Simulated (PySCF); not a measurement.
The system is PGaH6, in a box.

```
CELL_PARAMETERS angstrom
14.00000 0.00000 0.00000
0.00000 12.00000 0.00000
0.00000 0.00000 13.00000
ATOMIC_POSITIONS crystal
P 0.45432 0.50370 0.43224
Ga 0.54506 0.49890 0.59978
H 0.35376 0.51007 0.43435
H 0.46332 0.41384 0.36301
H 0.47157 0.59125 0.36232
H 0.50875 0.61456 0.64190
H 0.64810 0.49215 0.55130
H 0.49825 0.38894 0.64291
```

Program: PySCF 2.14.0. Alike in all runs: task atomic charges; potentials or basis pob-tzvp-rev2 (all-electron); no spin polarisation; cell as given; k mesh 1 × 1 × 1; smearing fixed.

Task: Order these runs on this cell by their band gap on the k mesh, lowest first.
A. level r2SCANh; exxdiv ewald
B. level SCAN
C. level revPBE+D3(BJ); three-body dispersion term no
D. level r2SCAN50; exxdiv ewald

Result: C (5.91 eV), B (6.47 eV), A (7.26 eV), D (10.52 eV).

Caveats: this is a molecule in a periodic box at the Γ point, so its band gap is the HOMO-LUMO gap; relativity is left out, which matters for the heavier elements; the basis of atomic orbitals isn't converged, which shifts pressures, moduli and gaps; this basis is made for solids and lacks diffuse functions, so gaps of a molecule come out too wide by an eV or more.

